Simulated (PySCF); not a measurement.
# TaNF: relaxation and vibrations of the doublet

Aim: relax TaNF as a doublet from a bent start, check by its vibrations whether the end is a minimum, and collect its spectrum and constants.

Computed with PySCF 2.14.0. Level: PBE0, basis Ta def2-TZVP with ECP60, N def2-TZVP, F def2-TZVP, scalar-relativistic core potentials, no spin–orbit coupling, density fitting.

## (1) Starting geometry

3 atoms, charge 0, spin multiplicity 2.

Bond lengths: Ta1–N2 1.860 Å, Ta1–F3 2.100 Å. Angles: N2–Ta1–F3 110.0°.

Coordinates in bohr (charge 0 multiplicity 2):
```
Ta    0.0000    0.0000    0.0000
N    -2.8792    0.0000    2.0161
F     3.2507    0.0000    2.2762
```

## (2) Finding the electronic state

One driver script runs all steps and calls PySCF; scf.py shows how it sets up the SCF of each step. The optimiser is the driver's own. After this first run the driver tries any further starts and a stability analysis.

Contents of scf.py:

```python
from pyscf import gto, scf, dft
mol = gto.M(atom='''
Ta     0.000000     0.000000     0.000000
N     -1.523600     0.000000     1.066900
F      1.720200     0.000000     1.204500''',
    basis={'Ta': 'def2-TZVP', 'N': 'def2-TZVP', 'F': 'def2-TZVP'},
    ecp={'Ta': 'def2-TZVP'},
    charge=0, spin=1)
mf = dft.UKS(mol, xc='PBE0')
mf.grids.atom_grid = (50, 194)
aux = {'Ta': 'def2-universal-JKFIT', 'N': 'def2-universal-JKFIT', 'F': 'def2-universal-JKFIT'}
mf = mf.density_fit(auxbasis=aux)
mf.conv_tol = 1e-08
mf.diis_space = 10
mf.max_cycle = 60
mf.init_guess = 'minao'
mf.verbose = 4
mf.kernel()
```

On the command line:

```console
OMP_NUM_THREADS=4 python axn.py task.json out
```

What it wrote:

```text
init E= -192.266241064578
[... the frontier-level lines of each cycle are left out ...]
cycle= 1 E= -211.327587973805  delta_E= -19.1  |g|= 0.521  |ddm|= 4.44
cycle= 2 E= -210.828303137048  delta_E= 0.499  |g|= 1.24  |ddm|= 1.05
cycle= 3 E= -211.298487208241  delta_E= -0.47  |g|= 0.524  |ddm|= 0.859
cycle= 4 E= -211.413152720457  delta_E= -0.115  |g|= 0.236  |ddm|= 0.411
cycle= 5 E= -211.436023158911  delta_E= -0.0229  |g|= 0.0631  |ddm|= 0.134
cycle= 6 E= -211.437623611386  delta_E= -0.0016  |g|= 0.0172  |ddm|= 0.048
cycle= 7 E= -211.437863082544  delta_E= -0.000239  |g|= 0.00586  |ddm|= 0.0161
cycle= 8 E= -211.438005228792  delta_E= -0.000142  |g|= 0.00397  |ddm|= 0.0177
cycle= 9 E= -211.438223777187  delta_E= -0.000219  |g|= 0.00304  |ddm|= 0.0337
cycle= 10 E= -211.438389928107  delta_E= -0.000166  |g|= 0.00257  |ddm|= 0.0402
cycle= 11 E= -211.438440284956  delta_E= -5.04e-05  |g|= 0.00134  |ddm|= 0.0222
cycle= 12 E= -211.438452539972  delta_E= -1.23e-05  |g|= 0.000781  |ddm|= 0.00941
cycle= 13 E= -211.438455685045  delta_E= -3.15e-06  |g|= 0.00032  |ddm|= 0.00474
cycle= 14 E= -211.438457101854  delta_E= -1.42e-06  |g|= 0.000212  |ddm|= 0.00464
cycle= 15 E= -211.438457183207  delta_E= -8.14e-08  |g|= 9.76e-05  |ddm|= 0.000663
cycle= 16 E= -211.438457206547  delta_E= -2.33e-08  |g|= 3.42e-05  |ddm|= 0.000611
cycle= 17 E= -211.438457210094  delta_E= -3.55e-09  |g|= 1.87e-05  |ddm|= 0.000173
Extra cycle  E= -211.438457210183  delta_E= -8.87e-11  |g|= 3.52e-05  |ddm|= 3.87e-05
converged SCF energy = -211.438457210183  <S^2> = 0.84499059  2S+1 = 2.092836
```

This step, with its further starts and checks, took 10 s on 4 threads of Arm Neoverse V1, shared host.

The starts that the driver tried:

```tsv
start	energy (Eh)
the minimal-basis guess	-211.438457
a thermally smeared density	-211.438457
a smeared PBE density	-211.438457
```

No lower solution of this spin turned up from the other starts or in the test of internal stability.

## (3) Bent start, doublet: relaxation

The program finds Cs symmetry in the start, which this walk keeps. The walk stops when the largest gradient is under 0.0003 Eh/bohr and the energy has settled too.

scf.py, as its differences from that of step 2:

```diff
@@ -3,3 +3,3 @@
-Ta     0.000000     0.000000     0.000000
-N     -1.523600     0.000000     1.066900
-F      1.720200     0.000000     1.204500''',
+Ta    -0.053031     0.000000    -0.176787
+N     -1.576631     0.000000     0.890113
+F      1.667169     0.000000     1.027713''',
@@ -16 +15,0 @@
-mf.init_guess = 'minao'
```

The optimiser's trace:

```tsv
step	energy (Eh)	change (kJ/mol)	largest symmetric gradient (Eh/bohr)
0	-211.438457	0.00	0.11489
1	-211.479476	-107.70	0.02955
2	-211.483764	-118.95	0.01636
3	-211.483977	-119.51	0.00856
4	-211.484068	-119.75	0.00035
5	-211.484069	-119.75	0.00008
```

The walk took 9.7 s.

Positions (Å) and forces (eV/Å) along the way:

```
step 0
Ta  -0.053   0.000  -0.177  -2.358   0.000   5.908
N   -1.577   0.000   0.890   5.533   0.000  -3.771
F    1.667   0.000   1.028  -3.175   0.000  -2.137
step 1
Ta  -0.061   0.000  -0.092   0.991   0.000   0.347
N   -1.464   0.000   0.847   0.529   0.000   0.189
F    1.563   0.000   0.986  -1.520   0.000  -0.536
step 3
Ta  -0.038   0.000  -0.156  -0.141   0.000   0.440
N   -1.361   0.000   0.894   0.223   0.000  -0.296
F    1.436   0.000   1.003  -0.082   0.000  -0.144
step 5
Ta  -0.038   0.000  -0.146   0.009   0.000  -0.003
N   -1.366   0.000   0.888  -0.007   0.000  -0.009
F    1.442   0.000   0.999  -0.003   0.000   0.012
```

It settles in Cs symmetry, 119.8 kJ/mol below the start, after 5 steps: Ta–F 1.871 Å, Ta–N 1.683 Å; F–Ta–N 104.4°.

## (4) Hessian and properties

The point is checked on the finer grid, and tightened if its gradient asks for it. The Hessian and the dipole derivatives come from central differences of analytic gradients, with steps of 0.02 bohr.

scf.py, as its differences from that of step 3:

```diff
@@ -3,3 +3,3 @@
-Ta    -0.053031     0.000000    -0.176787
-N     -1.576631     0.000000     0.890113
-F      1.667169     0.000000     1.027713''',
+Ta    -0.044615     0.000000    -0.167891
+N     -1.374218     0.000000     0.864278
+F      1.437940     0.000000     0.974828''',
@@ -10 +10 @@
-mf.grids.atom_grid = (50, 194)
+mf.grids.atom_grid = (75, 302)
@@ -13 +13 @@
-mf.conv_tol = 1e-08
+mf.conv_tol = 1e-10
```

This SCF starts from the last density.

Log of the central SCF (cycles and frontier levels):

```text
init E= -211.484187865169
[... the frontier-level lines of each cycle are left out ...]
cycle= 1 E= -211.484187865082  delta_E= 8.7e-11  |g|= 1.83e-05  |ddm|= 1.27e-05
cycle= 2 E= -211.484187864537  delta_E= 5.45e-10  |g|= 4.23e-05  |ddm|= 2.73e-05
cycle= 3 E= -211.484187865143  delta_E= -6.06e-10  |g|= 1.13e-05  |ddm|= 2.19e-05
cycle= 4 E= -211.484187865196  delta_E= -5.38e-11  |g|= 2.21e-07  |ddm|= 5.92e-06
Extra cycle  E= -211.484187865196  delta_E=    0  |g|= 2.03e-07  |ddm|= 4.58e-07
converged SCF energy = -211.484187865196  <S^2> = 0.76362779  2S+1 = 2.0135817
```

The whole step took 39 s.

Geometry: Cs; Ta–F 1.872 Å, Ta–N 1.683 Å; F–Ta–N 104.6°.

Harmonic modes (main isotopes):

| symmetry | ω (cm⁻¹) | IR (km/mol) | μ (u) | type |
| --- | --- | --- | --- | --- |
| a' | 293 | 7.9 | 16.77 | bend |
| a' | 669 | 104 | 20.90 | stretch |
| a' | 1094 | 79.9 | 15.01 | stretch |

All wavenumbers are real: a minimum.

Constants and moments:

```yaml
Dipole_moment: 5.27 D
Highest_occupied_level: -6.44 eV
Lowest_empty_level: -3.30 eV
Rotational_constants: 0.5612, 0.242, 0.1691 cm⁻¹
Zero-point_energy: 12.3 kJ/mol
Principal_polarisabilities: 49.4, 65.6, 69.6 bohr³
Atomisation_energy_without_zero-point_energy: 1159 kJ/mol
Principal_traceless_quadrupole_moments_about_the_centre_of_mass: -8.23, 3.08, 5.15 D Å
Entropy_at_298.15_K_and_1_bar_electronic_part_spin_only: 288.8 J/(mol K)
Heat_capacity_Cp_at_298.15_K: 45.2 J/(mol K)
Enthalpy_at_298.15_K_above_0_K: 11.44 kJ/mol
Rotational_symmetry_number: 1
Spin_squared_⟨S²⟩: 0.764
```

Populations by atom (charges in e):

```
atom  Mulliken  Löwdin  polar tensor  spin (Mulliken)  Mayer order to Ta1
 Ta1      0.83    0.58          1.33             1.19                   –
  N2     -0.45   -0.36         -0.72            -0.17                2.99
  F3     -0.38   -0.22         -0.61            -0.02                1.01
```

Outer orbital energies (eV). α occupied: -18.63, -12.90, -12.20, -12.14, -8.15, -7.87, -7.54, -6.44; empty: -2.96, -2.74, -1.18, -0.31. β occupied: -31.90, -18.82, -12.91, -12.20, -12.17, -8.11, -7.91, -7.50; empty: -3.30, -2.13, -1.91, -0.41.

Mulliken populations on Ta1 (outside its core potential): s 2.75, p 6.24, d 3.09, f 0.09.

## (5) What came out

```
                                          quantity                                      value
                                           minimum                                doublet, Cs
                                          geometry  Ta–F 1.872 Å, Ta–N 1.683 Å; F–Ta–N 104.6°
                                wavenumbers (cm⁻¹)              293 (a'), 669 (a'), 1094 (a')
                                     dipole moment                                     5.27 D
highest occupied, lowest empty level (either spin)                            -6.44, -3.30 eV
                        polar-tensor charge of Ta1                                    +1.33 e
                                 zero-point energy                                12.3 kJ/mol
                               entropy at 298.15 K                            288.8 J/(mol K)
         atomisation energy (no zero-point energy)                                1159 kJ/mol
                                              ⟨S²⟩                                      0.764
```

The molecule stays Cs, as typed, and the end point is a minimum. The strongest infrared band lies at 669 cm⁻¹ (a', stretch). With 5.3 D the molecule is strongly polar. Most of the spin sits on Ta1 (Mulliken spin 1.19, against 1 for the whole molecule). Other starts or spin states, not run here, may lie lower. One determinant may miss the lowest occupation of an open d or f shell. With an element this heavy the missing spin–orbit coupling can shift these numbers.

The search up to here took 59 s.
